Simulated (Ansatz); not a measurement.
Crystal: HfMoC2.

```
Hf Mo C
1.0
     3.19142    0.00000    0.00000
     0.00000    3.19142    0.00000
     0.00000    0.00000    4.48516
Hf Mo C
1 1 2
Cartesian
  0.0000 0.0000 0.0000
  1.5957 1.5957 2.2426
  1.5957 1.5957 0.0000
  0.0000 0.0000 2.2426
```

The cell comes from a database or a generator and needn't be the stable form of this composition.

| Property | Result |
| --- | --- |
| Program | Ansatz 0.2.0 |
| Task | single point |
| Functional | PBEsol |
| Potentials or basis | all-electron LAPW, scalar-relativistic |
| Cutoff | 328 eV (chosen from the basis error) |
| Basis error allowed | 0.001 eV/atom |
| k mesh | 8 × 8 × 6 |
| Occupations | fermi-dirac, width 0.05 eV |
| Spin | no spin polarisation |

On this cell: pressure -8.9 GPa; largest force under 0.003 eV/Å; band gap on the k mesh none (metal or under the smearing width).

The same run follows on a disturbed copy (atoms moved at random, drawn with an rms of 0.05 Å):

```
CELL_PARAMETERS angstrom
3.19142 0.00000 0.00000
0.00000 3.19142 0.00000
0.00000 0.00000 4.48516
ATOMIC_POSITIONS crystal
Hf 0.99128 0.00120 0.99060
Mo 0.50708 0.49844 0.50548
C 0.49023 0.47725 0.01013
C 0.01134 0.99367 0.49604
```

**Question.** What changes?

**Answer.** The energy (extrapolated to zero smearing) moves by +23.5 meV/atom; pressure -8.3 GPa; largest force 1.272 eV/Å; band gap on the k mesh none (metal or under the smearing width).

Forces in eV/Å, atoms in the order of the input:
```
Hf   0.283 -0.814  0.936
Mo  -0.316 -0.154 -0.557
C    0.273  0.987 -0.512
C   -0.240 -0.020  0.134
```

Stress tensor (GPa, compression positive):
```
 -6.91   0.02   0.14
  0.02  -6.98   0.08
  0.14   0.08 -11.09
```
